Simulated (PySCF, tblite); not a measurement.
# CH₆HfO₃, a small molecule taken as a stand-in for a surface group (hafnium hydroxide): NMR shifts, core binding energies and electronic excitations, part 1 of 2

Aim: the NMR shifts, core binding energies and electronic excitations of `[CH3][Hf]([OH])([OH])[OH]`.

Computed with tblite 0.8.0 and PySCF 2.14.0; each step states its level. No surroundings beyond the atoms listed, unless a continuum is named. Atoms count from 0, parts from 1.

## 1. Starting point

11 atoms, charge 0, multiplicity 1; geometry: distance geometry start.

## 2. Relaxing the cluster with GFN2-xTB

What the job is given:

```
{"job": {"kind": "relax", "xc": "GFN2-xTB", "basis": "xTB"}, "charge": 0, "multiplicity": 1}
O     -0.005489    -1.046630    -0.636562
Hf     1.868106    -0.118565    -0.399165
O      3.094028    -0.658250    -1.968538
O      1.601701     1.939118    -0.448104
C      2.733409    -0.700107     1.443690
H     -0.114209    -1.948782    -0.928165
H      3.724454    -1.405606    -1.927726
H      1.047650     2.450430     0.167731
H      3.544769    -0.069958     1.649231
H      2.029080    -0.619699     2.211184
H      3.069470    -1.666798     1.381178
```

With the program's defaults for keys left out, this is: GFN2-xTB geometry optimisation, gas phase.

Started as:

```bash
OMP_NUM_THREADS=1 python cluster_run.py task.json out
```

The driver reads the jobs from task.json and runs them one after another.

Log:

```text
step      E/eV     max force
  0    -514.67903    2.878
  1    -514.99755    2.238
  2    -515.22006    0.940
  3    -515.29294    0.676
  4    -515.33353    0.559
  5    -515.36142    0.621
  6    -515.37940    0.545
  7    -515.39341    0.328
  8    -515.40123    0.262
  9    -515.40702    0.312
 10    -515.41520    0.402
 11    -515.42234    0.275
 12    -515.42870    0.210
 13    -515.43587    0.286
 14    -515.44694    0.613
 15    -515.46306    0.903
 16    -515.48254    0.861
 17    -515.50512    0.284
 18    -515.50190    0.584
 19    -515.51062    0.182
 20    -515.51192    0.138
 21    -515.51718    0.193
 22    -515.52343    0.303
 23    -515.53125    0.359
 24    -515.54015    0.255
 25    -515.54374    0.120
 26    -515.54485    0.145
 27    -515.54614    0.127
 28    -515.54809    0.159
 29    -515.55090    0.161
 30    -515.55361    0.166
 31    -515.55512    0.121
 32    -515.55666    0.126
 33    -515.55812    0.140
 34    -515.55967    0.093
 35    -515.56083    0.103
 36    -515.56205    0.106
 37    -515.56405    0.195
 38    -515.56684    0.261
 39    -515.56710    0.398
 40    -515.57107    0.109
 41    -515.57214    0.108
 42    -515.57294    0.087
 43    -515.57345    0.100
 44    -515.57425    0.124
 45    -515.57527    0.160
 46    -515.57701    0.179
 47    -515.57955    0.176
 48    -515.58314    0.228
 49    -515.58636    0.195
 50    -515.58886    0.159
 51    -515.59051    0.150
 52    -515.59182    0.146
 53    -515.59300    0.083
 54    -515.59406    0.081
 55    -515.59515    0.068
 56    -515.59579    0.074
 57    -515.59626    0.082
 58    -515.59660    0.105
 59    -515.59706    0.074
 60    -515.59769    0.058
 61    -515.59790    0.042
 62    -515.59812    0.027
 63    -515.59828    0.032
 64    -515.59854    0.056
 65    -515.59898    0.084
 66    -515.59989    0.118
 67    -515.60108    0.090
 68    -515.60185    0.104
 69    -515.60124    0.261
 70    -515.60221    0.086
 71    -515.60234    0.045
 72    -515.60254    0.034
 73    -515.60296    0.101
 74    -515.60328    0.054
 75    -515.60417    0.070
 76    -515.60493    0.079
 77    -515.60572    0.073
 78    -515.60604    0.046
 79    -515.60621    0.093
 80    -515.60654    0.059
 81    -515.60679    0.068
 82    -515.60719    0.085
 83    -515.60739    0.081
 84    -515.60815    0.053
 85    -515.60918    0.063
 86    -515.61091    0.225
 87    -515.61240    0.079
 88    -515.61354    0.135
 89    -515.61450    0.082
 90    -515.61527    0.099
 91    -515.61596    0.071
 92    -515.61674    0.163
 93    -515.61715    0.072
 94    -515.61745    0.054
 95    -515.61755    0.082
 96    -515.61776    0.037
 97    -515.61788    0.025
 98    -515.61806    0.026
 99    -515.61818    0.029
100    -515.61834    0.032
101    -515.61856    0.041
102    -515.61875    0.053
103    -515.61895    0.073
104    -515.61912    0.037
105    -515.61933    0.031
106    -515.61946    0.039
107    -515.61955    0.039
108    -515.61968    0.046
109    -515.61983    0.044
110    -515.62005    0.053
111    -515.62030    0.040
112    -515.62050    0.024
113    -515.62060    0.026
114    -515.62068    0.027
115    -515.62075    0.029
116    -515.62085    0.033
117    -515.62093    0.034
118    -515.62101    0.031
119    -515.62108    0.030
120    -515.62117    0.027
121    -515.62130    0.031
122    -515.62146    0.032
123    -515.62158    0.026
124    -515.62163    0.022
125    -515.62164    0.009
126    -515.62164    0.007
```

Wall time 1.5 s (1 thread of Arm Neoverse N1, shared host).

Along the way:

```
step  energy from step 0 (eV)  largest force (eV/Å)
   0                   0.0000                2.8782
   5                  -0.6824                0.6210
  10                  -0.7362                0.4023
  15                  -0.7840                0.9031
  20                  -0.8329                0.1376
  25                  -0.8647                0.1199
  30                  -0.8746                0.1654
  35                  -0.8818                0.1023
  40                  -0.8920                0.1092
  45                  -0.8962                0.1593
  50                  -0.9098                0.1591
  55                  -0.9161                0.0676
  60                  -0.9187                0.0578
  65                  -0.9199                0.0835
  70                  -0.9232                0.0856
  75                  -0.9251                0.0705
  80                  -0.9275                0.0588
  85                  -0.9302                0.0630
  90                  -0.9362                0.0990
  95                  -0.9385                0.0820
 100                  -0.9393                0.0323
 105                  -0.9403                0.0307
 110                  -0.9410                0.0536
 115                  -0.9417                0.0290
 120                  -0.9421                0.0269
 125                  -0.9426                0.0092
 126                  -0.9426                0.0073
```

Close pairs (by a distance rule), those that changed most:

```
  bond  before (Å)  after (Å)  change (Å)
Hf1–H7       2.756      2.412      -0.344
Hf1–H5       2.749      2.426      -0.324
Hf1–H6       2.727      2.414      -0.314
O0–Hf1       2.104      1.879      -0.225
Hf1–O3       2.075      1.878      -0.197
Hf1–O2       2.063      1.877      -0.186
Hf1–C4       2.117      2.201      +0.083
C4–H10       1.025      1.099      +0.073
```

## 3. Optimising the geometry at PBE0-D3(BJ)/def2-SVP

What the job is given:

```
{"job": {"xc": "PBE0", "basis": "def2-SVP", "d3": "d3bj", "grid": 2, "kind": "geom", "shake": 0.01}, "charge": 0, "multiplicity": 1}
O     -1.954706    -0.482654    -0.453863
Hf    -0.193231     0.115452    -0.414382
O      0.783850    -0.687151    -1.797089
O     -0.090624     1.989862    -0.605287
C      0.692210    -0.454228     1.511621
H     -2.123761    -1.192584    -1.058375
H      1.344894    -0.049787    -2.277037
H     -0.984176     2.391483    -0.570490
H      1.512978     0.230161     1.829266
H     -0.051042    -0.419685     2.340434
H      1.096294    -1.469370     1.505501
```

Log:

```text
step   0  E = -315.06798118  max force = 0.050270
step   1  E = -315.08288647  max force = 0.029560
step   2  E = -315.08717547  max force = 0.008002
step   3  E = -315.08952113  max force = 0.009085
step   4  E = -315.09671802  max force = 0.014527
step   5  E = -315.09905001  max force = 0.009785
step   6  E = -315.10035996  max force = 0.005827
step   7  E = -315.10090226  max force = 0.004687
step   8  E = -315.10110979  max force = 0.002130
step   9  E = -315.10114879  max force = 0.001648
step  10  E = -315.10116638  max force = 0.001056
step  11  E = -315.10117852  max force = 0.001005
step  12  E = -315.10119413  max force = 0.001262
step  13  E = -315.10121793  max force = 0.001319
step  14  E = -315.10124258  max force = 0.001140
step  15  E = -315.10126126  max force = 0.000772
step  16  E = -315.10127343  max force = 0.000738
step  17  E = -315.10128170  max force = 0.000758
step  18  E = -315.10128679  max force = 0.000715
step  19  E = -315.10128912  max force = 0.000705
step  20  E = -315.10129038  max force = 0.000702
step  21  E = -315.10129202  max force = 0.000695
step  22  E = -315.10129485  max force = 0.000701
step  23  E = -315.10129969  max force = 0.000716
step  24  E = -315.10130730  max force = 0.000754
step  25  E = -315.10131848  max force = 0.000806
step  26  E = -315.10133008  max force = 0.000855
step  27  E = -315.10133922  max force = 0.000860
step  28  E = -315.10134369  max force = 0.000810
step  29  E = -315.10134597  max force = 0.000730
step  30  E = -315.10134904  max force = 0.000649
step  31  E = -315.10135502  max force = 0.000600
step  32  E = -315.10136338  max force = 0.000690
step  33  E = -315.10137392  max force = 0.000651
step  34  E = -315.10138290  max force = 0.000747
step  35  E = -315.10138822  max force = 0.000836
step  36  E = -315.10139562  max force = 0.000682
step  37  E = -315.10139999  max force = 0.000942
step  38  E = -315.10141168  max force = 0.000540
step  39  E = -315.10142751  max force = 0.000441
step  40  E = -315.10145492  max force = 0.001380
step  41  E = -315.10146141  max force = 0.000662
step  42  E = -315.10146595  max force = 0.000548
step  43  E = -315.10146914  max force = 0.000294
optimisation converged
```

Run time: 11 min. Hardware: 1 thread of Arm Neoverse N1, shared host; peak memory 0.58 GiB.

The steps of the relaxation: (not every step is listed)

```
step  energy from step 0 (eV)  largest force component (eV/Å)
   0                   0.0000                          2.5850
   1                  -0.4056                          1.5200
   2                  -0.5223                          0.4115
   3                  -0.5861                          0.4672
   4                  -0.7820                          0.7470
   5                  -0.8454                          0.5032
   6                  -0.8811                          0.2996
   7                  -0.8958                          0.2410
   8                  -0.9015                          0.1095
  11                  -0.9033                          0.0517
  14                  -0.9051                          0.0586
  17                  -0.9062                          0.0390
  20                  -0.9064                          0.0361
  23                  -0.9066                          0.0368
  26                  -0.9075                          0.0440
  29                  -0.9079                          0.0375
  32                  -0.9084                          0.0355
  35                  -0.9091                          0.0430
  38                  -0.9097                          0.0278
  39                  -0.9101                          0.0227
  40                  -0.9109                          0.0710
  41                  -0.9110                          0.0340
  42                  -0.9112                          0.0282
  43                  -0.9113                          0.0151
```

Distances of close pairs at the start and the end, largest changes first:

```
  bond  before (Å)  after (Å)  change (Å)
Hf1–H7       2.415      2.875      +0.460
Hf1–H6       2.421      2.878      +0.457
Hf1–H5       2.419      2.876      +0.456
O0–Hf1       1.861      1.929      +0.068
Hf1–O2       1.874      1.929      +0.055
Hf1–O3       1.887      1.929      +0.043
Hf1–C4       2.195      2.226      +0.031
 O3–H7       0.980      0.954      -0.027
```

The next job starts from the end point, and lists it.

```
                         at the end point                value
  point group (found at 0.08 Å tolerance)                   C3
rotational constants (GHz, main isotopes)  2.656, 2.650, 2.620
                        dipole moment (D)                 2.16
```

(Continued in part 2 of 2.)
